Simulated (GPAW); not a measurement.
Crystal: Mg3GaO4.

```
CELL_PARAMETERS angstrom
4.36349 0.00000 0.00000
0.00000 4.36349 0.00000
0.00000 0.00000 4.36349
ATOMIC_POSITIONS crystal
Ga 0.00000 0.00000 0.00000
Mg 0.50000 0.50000 0.00000
Mg 0.50000 0.00000 0.50000
Mg 0.00000 0.50000 0.50000
O 0.00000 0.50000 0.00000
O 0.00000 0.00000 0.50000
O 0.50000 0.50000 0.50000
O 0.50000 0.00000 0.00000
```

The cell comes from a database or a generator and needn't be the stable form of this composition.

- Program: GPAW 26.7.0
- Task: relaxation of cell and atoms
- Functional: PBEsol
- Dispersion: D3(BJ)+ATM
- Potentials or basis: PAW data sets generated in the run's folder for this functional
- Cutoff: 800 eV
- Basis: pw
- k mesh: 5 × 5 × 5
- Occupations: fermi-dirac, width 0.05 eV
- Spin: no spin polarisation

At the start: pressure -7.0 GPa; volume 10.39 Å³/atom.

Task: Where does the relaxation end?

Result: Over 4 steps the energy falls by 10.4 meV/atom and the volume is 9.91 Å³/atom (-4.5 %); space group Pm-3m (No. 221, to 0.05 Å).

The path:
| step | energy change (eV) | largest force (eV/Å) | pressure (GPa) | volume (Å³) |
| --- | --- | --- | --- | --- |
| 1 | 0.0000 | 0.0000 | -7.02 | 83.08 |
| 2 | -0.0084 | 0.0000 | -6.69 | 82.88 |
| 3 | -0.0828 | 0.0000 | 0.45 | 79.09 |
| 4 | -0.0830 | 0.0000 | -0.02 | 79.31 |

Final structure:
```yaml
crystal:
  lattice:
    - [4.29647, 0.00000, 0.00000]
    - [0.00000, 4.29647, 0.00000]
    - [0.00000, 0.00000, 4.29647]
  atoms:
    - { symbol: Ga, position: [0.00000, 0.00000, 0.00000] }
    - { symbol: Mg, position: [0.50000, 0.50000, 0.00000] }
    - { symbol: Mg, position: [0.50000, 0.00000, 0.50000] }
    - { symbol: Mg, position: [0.00000, 0.50000, 0.50000] }
    - { symbol: O, position: [0.00000, 0.50000, 0.00000] }
    - { symbol: O, position: [0.00000, 0.00000, 0.50000] }
    - { symbol: O, position: [0.50000, 0.50000, 0.50000] }
    - { symbol: O, position: [0.50000, 0.00000, 0.00000] }
```

Caveat: the data sets keep Ga 3d, Li 1s and Be 1s frozen, and some such compounds lay over 1.5 % in volume off other programs; later steps reuse the first step's grids; an odd number of electrons without spin polarisation forces a metal; a magnetic or distorted state may lie lower; pairwise dispersion overbinds metals, which lowers pressure and volume.
